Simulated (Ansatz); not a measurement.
Here is an Ansatz input file for SrIrO3, space group Pm-3m. Write the same calculation for the Python package.

```yaml
crystal:
  lattice: { a: 3.998048, b: 3.998048, c: 3.998048, alpha: 90.0, beta: 90.0, gamma: 90.0 }
  atoms:
    - { symbol: Sr, position: [0.0, 0.0, 0.0] }
    - { symbol: Ir, position: [0.5, 0.5, 0.5] }
    - { symbol: O, position: [0.5, 0.5, 0.0] }
    - { symbol: O, position: [0.5, 0.0, 0.5] }
    - { symbol: O, position: [0.0, 0.5, 0.5] }
kpoints:
  mp_grid: { grid: [6, 6, 6] }
hamiltonian:
  xc: lda
scf:
  occupations: { method: fermi_dirac }
relax:
  cell: { fix: ["c/a", angles] }
output:
  write_density: true
```

On the command line:
```console
$ ansatz run input.yaml --threads 1 --pin off --max-ram 3072MiB --backend cpu --events-out ev --progress --plain --runs-dir out
Warning: crystal.symmetry: narrowed to the stabiliser of the fixed cell quantities (relax.cell.fix) — unitary ops 48 → 16. The narrowing is safe, since a smaller group never makes results wrong: the run goes on under it, on as many k-points as the starting group would need, or more. Excluded: 32 operations that would move a fixed cell quantity at a test [...]
Engine: ansatz 0.2.0, aarch64-unknown-linux-gnu
Pseudopotentials: kind: paw
Pseudopotential: Sr, paw, valence charge 10, recommended cutoff 420 eV (normal), Sr.paw.azcp
Pseudopotential: Ir, paw, valence charge 17, recommended cutoff 420 eV (normal), Ir.paw.azcp
Pseudopotential: O, paw, valence charge 6, recommended cutoff 420 eV (normal), O.paw.azcp
Functional definition: SPW92
  exchange = slater_x
  correlation = pw_c
Crystal: 5 atoms, lattice volume = 63.906 Å³
Basis set: ecut = 420 eV, 1237 PW (Γ)
Bands: 28, of which v1, the nominal top of the filled ones, is band 23 counted from 1 (22 counted from 0)
Symmetry: 16 space group operations
k-points: 40 of 216
Non-local potential: Sr, projectors of the file, l = 0: 3, l = 1: 2, l = 2: 2
Non-local potential: Ir, projectors of the file, l = 0: 3, l = 1: 2, l = 2: 2, l = 3: 1
Non-local potential: O, projectors of the file, l = 0: 2, l = 1: 2, l = 2: 1
PAW form: soft (Blöchl's): semilocal exchange-correlation on the pseudo side does not see the compensation charge
PAW frozen core: Sr, regenerated for the run's functional, and the local potential with it (the file was generated under x = pbe(κ = 0.804, μ = 0.2195149727645171), c = pbe(β = 0.06672455060314922))
PAW frozen core: Ir, regenerated for the run's functional, and the local potential with it (the file was generated under x = pbe(κ = 0.804, μ = 0.2195149727645171), c = pbe(β = 0.06672455060314922))
PAW frozen core: O, regenerated for the run's functional, and the local potential with it (the file was generated under x = pbe(κ = 0.804, μ = 0.2195149727645171), c = pbe(β = 0.06672455060314922))
PAW one-centre angular grid: Sr, 110 points (default); XC on 64 Gauss nodes
PAW one-centre angular grid: Ir, 590 points (default); XC on 64 Gauss nodes
PAW one-centre angular grid: O, 110 points (default); XC on 64 Gauss nodes
Initial density: superposition of atomic densities (neutral atoms: chi_scale 0, normalization atom), corrected by the library's trained network
Initial wavefunctions: pseudopotential atomic-orbital guess
Functional: x = slater, c = lda
SCF iter   1: F=—  HF=-16773.967562 eV  |F-HF|=—  |Δ(HF+E_count)|=         —  Δρ=1.90e-2  dr2=2.15e-1  ethr=1.77e-3  ⟨swp⟩=6.5  Hψ=5117  notcnv=0
preconditioner: auto → Kerker (q_TF=auto, 2.573 Å⁻¹)  [metal: Δε(μ)=0.022 eV  Ē_g=12.717 eV  σ=0.100 eV  W_gap=0.05  n_scr=18 (ndim 8)  ℏωp=27.5 eV  f_vac=0.004  D(μ)=4.49/eV (n_scr^D=56)]
SCF iter   2: F=—  HF=-16773.927795 eV  |F-HF|=—  |Δ(HF+E_count)|=   3.98e-2  Δρ=8.15e-3  dr2=4.57e-2  ethr=4.78e-4  ⟨swp⟩=2.0  Hψ=1578  notcnv=0  defer=5
SCF iter   3: F=—  HF=-16773.917213 eV  |F-HF|=—  |Δ(HF+E_count)|=   1.06e-2  Δρ=1.64e-3  dr2=1.09e-3  ethr=1.01e-4  ⟨swp⟩=2.0  Hψ=1566  notcnv=0  defer=6
SCF iter   4: F=—  HF=-16773.916940 eV  |F-HF|=—  |Δ(HF+E_count)|=   2.73e-4  Δρ=3.28e-4  dr2=1.25e-4  ethr=2.43e-6  ⟨swp⟩=2.2  Hψ=1827  notcnv=0  defer=6
SCF iter   5: F=—  HF=-16773.916914 eV  |F-HF|=—  |Δ(HF+E_count)|=   2.67e-5  Δρ=1.40e-4  dr2=2.08e-5  ethr=2.77e-7  ⟨swp⟩=2.0  Hψ=1495  notcnv=0  defer=6
SCF iter   6: F=—  HF=-16773.916908 eV  |F-HF|=—  |Δ(HF+E_count)|=   5.21e-6  Δρ=4.86e-5  dr2=3.87e-6  ethr=4.63e-8  ⟨swp⟩=2.4  Hψ=1840  notcnv=0  defer=6
SCF iter   7: F=—  HF=-16773.916907 eV  |F-HF|=—  |Δ(HF+E_count)|=   1.40e-6  Δρ=1.29e-5  dr2=2.01e-7  ethr=8.61e-9  ⟨swp⟩=2.1  Hψ=1631  notcnv=0  defer=6
SCF iter   8: F=-16773.916907 eV  HF=-16773.916907 eV  |F-HF|=2.46e-9  |Δ(HF+E_count)|=   7.21e-8  Δρ=3.46e-6  dr2=4.77e-9  ethr=2.22e-10  ⟨swp⟩=5.0  Hψ=4121  notcnv=0
SCF 1 converged in 8 iterations: F = -16773.916907 eV  dr2 = 4.77e-9
  greatest PAW one-centre occupation: 1.000 electrons in one spin orbital (limit 2), on the Ir atom at site 1 (counted from 0), in its partial waves of l = 0
relax step   1: F+E_penalty+E_count = -16773.91690699 eV  Δ(F+E_penalty+E_count) = +0.000e0 eV  max|allowed force component| = 1.418e-28 eV/Å  Δτ_max = 0.0000 Å  P = -12.536 GPa  Ω = 63.906 Å³  fix = [alpha, beta, gamma, c/a]  (8 SCF iters, dr2 threshold 1.00e-7 eV, accepted)
Crystal: 5 atoms, lattice volume = 59.134 Å³
Basis set: ecut = 420 eV, 1189 PW (Γ)
Initial density: handed on by an earlier stage of this run
Initial wavefunctions: those handed on with the density
iter 1 solved again at ethr=1.08e-4 eV; its pass at ethr=3.10e-3 eV (dr2=4.88e-2 eV) is discarded
SCF iter   1: F=—  HF=-16774.123817 eV  |F-HF|=—  |Δ(HF+E_count)|=         —  Δρ=1.08e-2  dr2=4.91e-2  ethr=1.08e-4  ⟨swp⟩=1.0  Hψ=5523  notcnv=0
preconditioner: auto → Kerker (q_TF=auto, 2.607 Å⁻¹)  [metal: Δε(μ)=0.041 eV  Ē_g=13.421 eV  σ=0.100 eV  W_gap=0.10  n_scr=18 (ndim 8)  ℏωp=28.6 eV  f_vac=0.000  D(μ)=3.79/eV (n_scr^D=32)]
SCF iter   2: F=—  HF=-16774.115277 eV  |F-HF|=—  |Δ(HF+E_count)|=   8.54e-3  Δρ=4.49e-3  dr2=1.15e-2  ethr=1.08e-4  ⟨swp⟩=1.9  Hψ=1689  notcnv=0
SCF iter   3: F=—  HF=-16774.112751 eV  |F-HF|=—  |Δ(HF+E_count)|=   2.53e-3  Δρ=1.07e-3  dr2=1.48e-3  ethr=2.56e-5  ⟨swp⟩=2.5  Hψ=1731  notcnv=0
SCF iter   4: F=—  HF=-16774.112208 eV  |F-HF|=—  |Δ(HF+E_count)|=   5.43e-4  Δρ=3.07e-4  dr2=8.59e-5  ethr=3.29e-6  ⟨swp⟩=2.1  Hψ=1651  notcnv=0
SCF iter   5: F=—  HF=-16774.112175 eV  |F-HF|=—  |Δ(HF+E_count)|=   3.22e-5  Δρ=5.64e-5  dr2=1.95e-6  ethr=1.91e-7  ⟨swp⟩=2.0  Hψ=1647  notcnv=0
SCF iter   6: F=-16774.112175 eV  HF=-16774.112175 eV  |F-HF|=3.73e-9  |Δ(HF+E_count)|=   1.37e-7  Δρ=1.24e-5  dr2=1.01e-7  ethr=1.11e-9  ⟨swp⟩=5.0  Hψ=4241  notcnv=0
SCF 2 converged in 6 iterations: F = -16774.112175 eV  dr2 = 1.01e-7
relax step   2: F+E_penalty+E_count = -16774.11217523 eV  Δ(F+E_penalty+E_count) = -1.953e-1 eV  max|allowed force component| = 8.078e-29 eV/Å  Δτ_max = 0.0000 Å  P = +2.059 GPa  Ω = 59.134 Å³  energy of the carried Pulay correction = +2.326e-2 eV  fix = [alpha, beta, gamma, c/a]  (6 SCF iters, dr2 threshold 5.00e-7 eV, accepted)
Crystal: 5 atoms, lattice volume = 59.763 Å³
iter 1 solved again at ethr=2.77e-6 eV; its pass at ethr=3.10e-3 eV (dr2=1.25e-3 eV) is discarded
SCF iter   1: F=—  HF=-16774.112775 eV  |F-HF|=—  |Δ(HF+E_count)|=         —  Δρ=1.59e-3  dr2=1.09e-3  ethr=2.77e-6  ⟨swp⟩=2.0  Hψ=5440  notcnv=0
preconditioner: auto → Kerker (q_TF=auto, 2.602 Å⁻¹)  [metal: Δε(μ)=0.032 eV  Ē_g=13.310 eV  σ=0.100 eV  W_gap=0.08  n_scr=18 (ndim 8)  ℏωp=28.4 eV  f_vac=0.000  D(μ)=3.84/eV (n_scr^D=32)]
[... 53 lines left out ...]
iter 5 did not close the SCF: its close was put off for the readings that it lacked (scf_convergence_deferred on its scf_iter line)
SCF iter   5: F=-16774.098454 eV  HF=-16774.098454 eV  |F-HF|=0.00e0  |Δ(HF+E_count)|=  3.64e-12  Δρ=7.62e-8  dr2=5.39e-12  ethr=1.00e-12  ⟨swp⟩=1.0  Hψ=1120  notcnv=0
iter 6 did not close the SCF: its close was put off for the readings that it lacked (scf_convergence_deferred on its scf_iter line)
SCF iter   6: F=-16774.098454 eV  HF=-16774.098454 eV  |F-HF|=1.09e-11  |Δ(HF+E_count)|=  3.64e-12  Δρ=2.39e-8  dr2=6.20e-13  ethr=1.00e-12  ⟨swp⟩=1.0  Hψ=1120  notcnv=0
iter 7 did not close the SCF: its close was put off for the readings that it lacked (scf_convergence_deferred on its scf_iter line)
SCF iter   7: F=-16774.098454 eV  HF=-16774.098454 eV  |F-HF|=1.09e-11  |Δ(HF+E_count)|=    0.00e0  Δρ=7.14e-9  dr2=3.44e-14  ethr=1.00e-12  ⟨swp⟩=1.0  Hψ=1120  notcnv=0
SCF iter   8: F=-16774.098454 eV  HF=-16774.098454 eV  |F-HF|=3.64e-12  |Δ(HF+E_count)|=  3.64e-12  Δρ=2.09e-9  dr2=1.28e-15  ethr=1.00e-12  ⟨swp⟩=2.0  Hψ=2749  notcnv=0
SCF 7 converged in 8 iterations: F = -16774.098454 eV  dr2 = 1.28e-15
relax step   7: F+E_penalty+E_count = -16774.09845408 eV  Δ(F+E_penalty+E_count) = +2.516e-4 eV  max|allowed force component| = 4.568e-29 eV/Å  Δτ_max = 0.0000 Å  P = -0.005 GPa  Ω = 59.580 Å³  fix = [alpha, beta, gamma, c/a]  stress off target by 5.43e-3 GPa on what of the cell is left free  SCF on the basis re-selected at this cell (its energy is not [...]
basis re-selected at this cell: Δ(F+E_penalty+E_count) = +2.516e-4 eV, ΔP = -0.008 GPa vs the last step (what re-selecting the basis moved, of the pressure what is left beyond the Pulay correction that the steps carried, after the strain that the cell walked since its last selection, with what the two solves' SCF thresholds leave and, on support functions, [...]
SCF converged after 8 iterations
Free energy (F): -16774.098454 eV
Harris-Foulkes:  -16774.098454 eV  (|F-HF|=3.64e-12)
Internal energy: -16773.978114 eV  (E = F + TS)
E sigma→0 (E₀):  -16774.038284 eV
Entropy (-TS):   -0.120340 eV (-24.068 meV/atom)
Fermi energy:    13.762587 eV
--- Per-component energies (eV) ---
  E_band       = -261.670406
  E_kinetic    = 1395.376762
  E_local      = -3300.895904  (includes V_loc(G=0)·N_el)
  E_nonlocal   = 436.781838
  E_hartree    = 1170.331709
  E_xc         = -655.604518
  E_vxc        = -741.562652  (∫ρ·V_xc dr)
  E_paw        = -11992.138852  (= ΣΔE_a)
  E_vpaw       = -392.041548  (= ΣTr[D̂ρ^β])
  E_aug_tail   = 0.007679  (compensation charges beyond the density's cutoff)
  E_ewald      = -3828.833331
  E_core_change = 0.996502  (= ΣΔE_core)
  E_smearing   = -0.120340  (= −TS)
  E_closure    = 0.000000  (closes the sum)
  Σ components = -16774.098454   (vs F -16774.098454, Δ=0.00e0)
--- Forces (eV/Å), atoms counted from 1 ---
  atom   1  Sr    -0.00000000     0.00000000     0.00000000
  atom   2  Ir    -0.00000000     0.00000000    -0.00000000
  atom   3  O      0.00000000    -0.00000000    -0.00000000
  atom   4  O      0.00000000    -0.00000000     0.00000000
  atom   5  O      0.00000000    -0.00000000     0.00000000
  max |Σ_I F_I| component: 4.02e-29 eV/Å
--- Stress (GPa, compression-positive) ---
       -0.005430       0.000000      -0.000000
        0.000000      -0.005414      -0.000000
       -0.000000      -0.000000      -0.005430
  P = ⅓ Tr σ = -0.0054 GPa (-0.054 kbar)
--- Relaxed structure (5 steps of the walk, 5 accepted, 2 SCFs on fresh bases) ---
  F+E_penalty+E_count = -16774.09845408 eV   max|allowed force component| = 4.568e-29 eV/Å   (the final SCF, on the basis selected at the relaxed cell)
  cell:  # Å, volume = 59.5798 Å³
    - [3.905708377795905, -1.522928467556902e-23, -9.831277166953174e-35]
    - [2.391556479342531e-16, 3.905707880369718, 1.5229284675869592e-23]
    - [2.391556631635378e-16, 2.391556479342531e-16, 3.905708377795905]
  atoms:
    - { symbol: Sr, position: [4.624488203512947e-34, 1.5294527152694435e-34, -2.215902483934723e-34] }
    - { symbol: Ir, position: [0.5000000000000001, 0.5000000000000001, 0.5] }
    - { symbol: O, position: [0.49999999999999994, 0.5, 9.152692889090036e-35] }
    - { symbol: O, position: [0.49999999999999994, 0.0, 0.5] }
    - { symbol: O, position: [-6.162975822039155e-33, 0.5000000000000001, 0.5] }
```

`run_vcrelax.py`
```python
# -*- coding: utf-8 -*-
"""Relax cell and ions of SrIrO3."""

from collections import Counter
import json
import warnings

import ansatz as az
from ase import Atoms
from ase.data import atomic_numbers
from ase.neighborlist import neighbor_list
import numpy as np
from pymatgen.core import Structure
import spglib

def edges_and_angles(cell):
    cell = np.asarray(cell)
    a, b, c = np.linalg.norm(cell, axis=1)
    cosines = cell[1] @ cell[2] / (b * c), cell[0] @ cell[2] / (a * c), cell[0] @ cell[1] / (a * b)
    return (a, b, c, *np.degrees(np.arccos(cosines)))


def main():
    warnings.simplefilter("ignore", az.DeckWarning)

    system = (
        az.Lattice.from_parameters(3.998048, 3.998048, 3.998048, alpha=90.0, beta=90.0, gamma=90.0)
        .atom("Sr", (0.0, 0.0, 0.0))
        .atom("Ir", (0.5, 0.5, 0.5))
        .atom("O", (0.5, 0.5, 0.0))
        .atom("O", (0.5, 0.0, 0.5))
        .atom("O", (0.0, 0.5, 0.5))
    )

    # part of the cell is held
    setup = (
        system.calculation()
        .functional(az.Functional.LDA)
        .kpoints(6, 6, 6)
        .occupations("fermi_dirac")
        .relax(fix_cell=["c/a", "angles"])
        .density()
    )
    out = setup.run(threads=1, events_out="stream.ndjson")
    with open("stream.ndjson") as stream:
        events = [json.loads(line) for line in stream]
    steps = [e["data"] for e in events if e["event"] == "relax_step"]
    summary = out.report
    print("step   energy (eV)     max comp. (eV/A)   P (GPa)  SCF")
    for s in steps:
        print(f"{s['step']:4d} {s['lagrangian_ev']:15.5f} {s['allowed_force_max_ev_ang']:12.4f} {s['pressure_gpa']:10.3f} {s['n_scf']:5d}")

    first, last = steps[0], steps[-1]
    symbols = [site.symbol for site in out.lattice.sites]
    print(f"energy gained {first['lagrangian_ev'] - last['lagrangian_ev']:.4f} eV in {len(steps) - 1} steps")
    for label, vectors in (("before", first["cell_ang"]), ("after", out.lattice.cell_ang)):
        print(label, "a b c (A) {:.4f} {:.4f} {:.4f}  angles {:.2f} {:.2f} {:.2f}".format(*edges_and_angles(vectors)), f" V = {abs(np.linalg.det(vectors)):.3f} A^3")
    print("final stress xx yy zz (GPa, compression positive):", np.round(np.diag(summary["stress_gpa"]), 3) + 0.0)

    change = np.array(last["positions_ang"]) @ np.linalg.inv(last["cell_ang"]) - np.array(first["positions_ang"]) @ np.linalg.inv(first["cell_ang"])
    moved = np.linalg.norm(change @ np.array(last["cell_ang"]), axis=1)
    print("displacement within the cell, strain taken out (A):", " ".join(f"{s}:{d:.3f}" for s, d in zip(symbols, moved)))

    final = Atoms(symbols, positions=last["positions_ang"], cell=out.lattice.cell_ang, pbc=True)
    i, j, d = neighbor_list("ijd", final, 4.5)
    print("neighbours within 1.1 times the shortest distance of each atom (A)")
    for atom in range(len(final)):
        near = [m for m in np.argsort(d) if i[m] == atom]
        shell = [m for m in near if d[m] < 1.1 * d[near[0]]]
        print(f"{symbols[atom]}{atom} ({len(shell)}):", ", ".join(f"{symbols[j[m]]} {d[m]:.3f}" for m in shell))

    fractions = [site.position_frac for site in out.lattice.sites]
    numbers = [atomic_numbers[s] for s in symbols]
    for tolerance in (1e-3, 1e-2, 1e-1):
        print(f"space group at {tolerance} A:", spglib.get_spacegroup((out.lattice.cell_ang, fractions, numbers), symprec=tolerance))

    for key in ("converged", "n_iterations", "n_electrons", "n_kpoints", "n_pw", "n_symmetry_ops", "free_energy_ev", "fermi_energy_ev"):
        print(f"{key:18s} {summary[key]}")

    rho = out.density()
    total = sum(ch.density_e_per_ang3 for ch in rho.channels[:2]) if len(rho.channels) < 3 else rho.channels[0].density_e_per_ang3
    print("grid", rho.dims, "electrons", round(float(total.mean() * rho.cell_volume_ang3), 4))
    profile = total.mean(axis=(0, 1))
    print("planar average along grid axis 2 (e/A^3):")
    print(np.array2string(profile[:: max(len(profile) // 16, 1)], precision=4))

    final = Structure(out.lattice.cell_ang, [s.symbol for s in out.lattice.sites], [s.position_frac for s in out.lattice.sites])
    # shortest distances, periodic images included
    for index, site in enumerate(final):
        near = final.get_neighbors(site, 4.5)
        edge = 1.15 * min(n.nn_distance for n in near)
        shell = Counter((round(n.nn_distance, 2), n.specie.symbol) for n in near if n.nn_distance < edge)
        print(f"{index:2d} {site.specie.symbol:2s}", ", ".join(f"{count} {symbol} at {d:.2f}" for (d, symbol), count in sorted(shell.items())))


if __name__ == "__main__":
    main()
```

`python run_vcrelax.py` gives:
```text
step   energy (eV)     max comp. (eV/A)   P (GPa)  SCF
   1    -16773.91691       0.0000    -12.536     8
   2    -16774.11218       0.0000      2.059     6
   3    -16774.11252       0.0000     -0.247     6
   4    -16774.11292       0.0000     -0.004     6
   5    -16774.09798       0.0000     -0.413     7
   6    -16774.09871       0.0000      0.002     6
   7    -16774.09845       0.0000     -0.005     8
energy gained 0.1815 eV in 6 steps
before a b c (A) 3.9980 3.9980 3.9980  angles 90.00 90.00 90.00  V = 63.906 A^3
after a b c (A) 3.9057 3.9057 3.9057  angles 90.00 90.00 90.00  V = 59.580 A^3
final stress xx yy zz (GPa, compression positive): [-0.005 -0.005 -0.005]
displacement within the cell, strain taken out (A): Sr:0.000 Ir:0.000 O:0.000 O:0.000 O:0.000
neighbours within 1.1 times the shortest distance of each atom (A)
Sr0 (12): O 2.762, O 2.762, O 2.762, O 2.762, O 2.762, O 2.762, O 2.762, O 2.762, O 2.762, O 2.762, O 2.762, O 2.762
Ir1 (6): O 1.953, O 1.953, O 1.953, O 1.953, O 1.953, O 1.953
O2 (2): Ir 1.953, Ir 1.953
O3 (2): Ir 1.953, Ir 1.953
O4 (2): Ir 1.953, Ir 1.953
space group at 0.001 A: Pm-3m (221)
space group at 0.01 A: Pm-3m (221)
space group at 0.1 A: Pm-3m (221)
converged          True
n_iterations       8
n_electrons        45.0
n_kpoints          40
n_pw               1189
n_symmetry_ops     16
free_energy_ev     -16774.098454079314
fermi_energy_ev    13.762587224326156
grid (27, 27, 27) electrons 45.0
planar average along grid axis 2 (e/A^3):
[0.8835 0.84   0.7255 0.5737 0.4249 0.3132 0.2558 0.2625 0.3502 0.5482
 0.8713 1.2623 1.5842 1.7427 1.7427 1.5842 1.2623 0.8713 0.5482 0.3502
 0.2625 0.2558 0.3132 0.4249 0.5737 0.7255 0.84  ]
 0 Sr 12 O at 2.76
 1 Ir 6 O at 1.95
 2 O  2 Ir at 1.95
 3 O  2 Ir at 1.95
 4 O  2 Ir at 1.95
```

Notes:
- Total energies depend on the potentials; only differences at equal settings carry meaning. A total without «per atom» is that of the cell as typed.
- The cell holds an odd number of electrons and is run without spin, so a magnetic state may lie lower.
- Forces vanish by symmetry, so the ions can't move, and the end may be a saddle.
- The mesh is modest for a metal, so energies can be off by several to tens of meV an atom and pressures by half a GPa or more; differences at equal mesh fare better.
- Only differences from the Fermi energy are physical; the zero of the scale is a convention.
- Energies along a relaxation are free energies. Rows at an unchanged volume are solved on a plane-wave basis chosen afresh for that cell, so the energy jumps there and such rows are no steps of the walk.
- Spin-orbit coupling, which matters for elements this heavy, is left out.
- Densities and potentials on the grid are those of the valence electrons, and inside the cores they hang on the potentials used.
- This cell is a computed structure, which may not be the phase found in nature.
- The script silences the warnings on its input, which a real study should read.
- Run time: 27 s on 1 thread of Arm Neoverse V1 (shared host), peak memory 0.48 GiB.

(A comment or docstring line of the script was reworded after the run, the code is as it ran; lines on the test bed's own set-up are left out of the output.)
